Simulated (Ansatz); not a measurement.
# CH4FNTe: the cost of one run

Program: Ansatz 0.2.0. Level of theory: RKS PBE0-D4/def2-SVP. These are calculated values, not measurements.

### 1 Starting point

Bond lengths: N1–C2 1.404 Å, C2–F3 1.367 Å, C2–Te4 2.081 Å, N1–H5 1.088 Å, N1–H6 1.098 Å, C2–H7 1.124 Å, Te4–H8 1.711 Å. Angles: N1–C2–F3 107.9°, N1–C2–Te4 113.1°, N1–C2–H7 109.0°, F3–C2–Te4 107.6°, F3–C2–H7 108.8°, Te4–C2–H7 110.3°, C2–N1–H5 109.9°, C2–N1–H6 109.7°, H5–N1–H6 102.5°, C2–Te4–H8 91.9°.

Coordinates:

```xyz
8

N     0.1365    1.3014   -0.2948
C     0.3950   -0.0073    0.1417
F     1.3976   -0.5185   -0.6338
Te   -1.2498   -1.2691   -0.0415
H    -0.2549    1.2828   -1.3096
H    -0.7014    1.7231    0.2751
H     0.7443    0.0247    1.2099
H    -0.3752   -2.5943    0.5970
```

### 2 Relaxing end A

File input.yaml:

```yaml
crystal:
  periodic: [false, false, false]
  atoms:
    - { symbol: "N", position_ang: [0.1365, 1.3014, -0.2948] }
    - { symbol: C, position_ang: [0.395, -0.0073, 0.1417] }
    - { symbol: F, position_ang: [1.3976, -0.5185, -0.6338] }
    - { symbol: Te, position_ang: [-1.2498, -1.2691, -0.0415] }
    - { symbol: H, position_ang: [-0.2549, 1.2828, -1.3096] }
    - { symbol: H, position_ang: [-0.7014, 1.7231, 0.2751] }
    - { symbol: H, position_ang: [0.7443, 0.0247, 1.2099] }
    - { symbol: H, position_ang: [-0.3752, -2.5943, 0.597] }
basis:
  gaussian: { orbitals: def2-SVP }
hamiltonian:
  xc: pbe0
  dispersion: d4
relax:
  f_tol: 0.015
  max_steps: 40
output:
  orbitals: {}
```

Run with:

```bash
> ansatz run input.yaml --threads 1 --pin off --max-ram 2048MiB --backend cpu --events-out ev --progress --plain --runs-dir out
```

**Question.** How long does this run take on 1 thread of Arm Neoverse V2, shared host, and how much memory does it need?

About 44 s, with a peak of 0.19 GiB.
